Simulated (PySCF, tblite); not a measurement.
# C6H4F3N: geometry, infrared bands and NMR shifts

Aim: predict the infrared bands and NMR shifts of C6H4F3N (`[H]/N=C(\C(=C)C#C)C(F)(F)F`).

Computed with tblite 0.8.0 and PySCF 2.14.0, with density-fitted response routines of our own, on a single molecule in the gas phase. Atoms count from 0, in the outputs and in this text.

## 1. The molecule as given

14 atoms, charge 0, multiplicity 1; geometry from: force field or distance geometry start.

Bonds of the start (Å): C0–C1 1.22, C1–C2 1.42, C2–C3 1.33, C2–C4 1.47, C4–N5 1.31, C4–C6 1.48, C6–F7 1.40, C6–F8 1.38, C6–F9 1.37, C0–H10 1.06, C3–H11 1.09, C3–H12 1.08, N5–H13 1.06.

## 2. Relaxing the molecule with GFN2-xTB

The job: settings as JSON, then the geometry in Å.

```
{"job": {"kind": "relax", "xc": "GFN2-xTB", "basis": "xTB"}, "charge": 0, "multiplicity": 1}
C      2.950700    -0.573400     0.208400
C      1.800600    -0.163700     0.175200
C      0.465800     0.325600     0.150400
C      0.271000     1.607900     0.463900
C     -0.640200    -0.560500    -0.231600
N     -0.354400    -1.800600    -0.545300
C     -2.047200    -0.107800    -0.302000
F     -2.452700     0.340600     0.965500
F     -2.920800    -1.125400    -0.630300
F     -2.137600     0.884200    -1.240500
H      3.953200    -0.918900     0.243100
H      1.166000     2.154400     0.743600
H     -0.710500     2.068700     0.484400
H      0.655300    -2.131700    -0.506800
```

Launch:

```sh
> OMP_NUM_THREADS=1 python probes_run.py task.json out
```

This one command runs all jobs of the session in turn.

**Question.** This job is followed by: GFN2-xTB harmonic vibrations, gas phase; GIAO PBE0/pcSseg-1 NMR shielding, non-relativistic, gas phase. Predict these results of the whole session: strongest single infrared mode (GFN2-xTB); zero-point energy (GFN2-xTB); 13C shifts against TMS (PBE0/pcSseg-1); 1H shifts against TMS (PBE0/pcSseg-1); 15N shifts against NH3 (PBE0/pcSseg-1); 19F shifts against CFCl3 (PBE0/pcSseg-1, means over atoms taken as alike).

**Answer**, as computed:

```
                                                                 quantity                                       value
                                strongest single infrared mode (GFN2-xTB)                       1050 cm⁻¹, 381 km/mol
                                             zero-point energy (GFN2-xTB)                               53.1 kcal/mol
                                   13C shifts against TMS (PBE0/pcSseg-1)  164.2, 143.7, 129.8, 127.3, 93.0, 82.7 ppm
                                    1H shifts against TMS (PBE0/pcSseg-1)                 12.44, 6.84, 6.79, 2.94 ppm
                                   15N shifts against NH3 (PBE0/pcSseg-1)                                   371.9 ppm
19F shifts against CFCl3 (PBE0/pcSseg-1, means over atoms taken as alike)                                   -80.5 ppm
```

**Reading.** Over 44 steps the energy fell by 0.526 eV; of the close pairs, C6–F7 changed most, 1.404 to 1.346 Å. All 36 modes are real, so the xTB geometry is a minimum. The strongest single mode, at 1050 cm⁻¹, moves mainly C6. GFN2-xTB is a fitted tight-binding method: band positions and strengths are rough. Its intensities can rank the bands wrongly. At PBE0/pcSseg-1: The widest tensor belongs to N5: span 716 ppm, with a paramagnetic part of -427 ppm.
